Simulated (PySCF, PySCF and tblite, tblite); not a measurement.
# C3H6BFS: a path driven as rotation about a bond, and NMR exchange

The task here is to estimate one member of a computed series from the others.

Programs: PySCF 2.14.0 with density-fitted response routines of our own, and tblite 0.8.0. All values are computed, except where a source is named. Atoms count from 0 throughout.

## The molecule as given

12 atoms, charge 0, multiplicity 1; geometry from: force field or distance geometry start.

Bonds of the start (Å): B4–F5 1.44, B4–H11 1.18, C0–H6 1.10, C0–H7 1.11, C0–H8 1.11, C0–S1 1.81, C2–C3 1.33, C2–H9 1.09, C3–B4 1.59, C3–H10 1.08, S1–C2 1.81.

The first run:

The job: settings as JSON, then the geometry in Å.

```
{"job": {"xc": "GFN2-xTB", "basis": "xTB", "kind": "relax"}, "charge": 0, "multiplicity": 1}
C     -1.928900     0.099900    -0.559900
S     -1.085800     0.880500     0.837500
C      0.463100     1.108700    -0.065200
C      1.459800     0.232400    -0.084100
B      1.444200    -1.143200     0.709700
F      2.582400    -2.022700     0.619100
H     -1.412900    -0.825400    -0.863300
H     -2.968400    -0.145000    -0.253100
H     -1.967700     0.803400    -1.415600
H      0.559900     2.029800    -0.631600
H      2.347200     0.453000    -0.655000
H      0.508500    -1.472000     1.349900
```

Launch:

```sh
> OMP_NUM_THREADS=1 python ens_run.py task.json out
```

One launch serves the whole session.

Among the steps run: GFN2-xTB relaxation, start minimum; Relaxed scan, rotation; Nudged elastic band, leg 1; Saddle search, leg 1; DFT refinement, start: PBE0-D3(BJ)/def2-SVP; Shieldings, start: PBE0/pcSseg-1; Shieldings, saddle of leg 1: PBE0/pcSseg-1; Shieldings, end: PBE0/pcSseg-1; Kinetics and line shapes; Shieldings, start: PBE0/6-311G; Single-point energy, saddle of leg 1: PBE0/6-311G; Shieldings, end: PBE0/6-311G; Second level: PBE0/6-311G** + D3(BJ); Shieldings, start: PBE0/pcSseg-1 in acetone; Single-point energy, saddle of leg 1: PBE0/pcSseg-1 in acetone; Shieldings, end: PBE0/pcSseg-1 in acetone; Second level: PBE0/pcSseg-1 + D3(BJ), IEF-PCM acetone.

One of the session's tables, all rows but one given; the rest of the session is left out.

It belongs to the step «Second level: PBE0/pcSseg-1 + D3(BJ), IEF-PCM acetone». Barriers by level (kcal/mol; entropies in cal/(mol K)). Zero-point and thermal terms come from xTB in every row. ΔG‡ leaves symmetry out; the rate counts equivalent paths (a factor of 2); effective ΔG‡, where given, is the barrier that would give that rate by Eyring's equation alone:

| level | ΔE‡ | with zero-point | ΔH‡ | ΔG‡ (298 K) | ΔE of reaction |
| --- | --- | --- | --- | --- | --- |
| GFN2-xTB | 5.87 | 5.29 | 4.94 | 5.59 | 0.98 |
| PBE0-D3(BJ)/def2-SVP | ? | ? | ? | ? | ? |
| PBE0/pcSseg-1 + D3(BJ) | 7.73 | 7.15 | 6.80 | 7.44 | 0.12 |
| PBE0/pcSseg-1 + D3(BJ), IEF-PCM acetone | 7.78 | 7.20 | 6.85 | 7.50 | 0.11 |

Q: Estimate the row for PBE0-D3(BJ)/def2-SVP from the others.

**Answer.** ΔE‡: 7.84; with zero-point: 7.26; ΔH‡: 6.91; ΔG‡ (298 K): 7.56; ΔE of reaction: 0.35. In the column «ΔE‡» it is the highest.
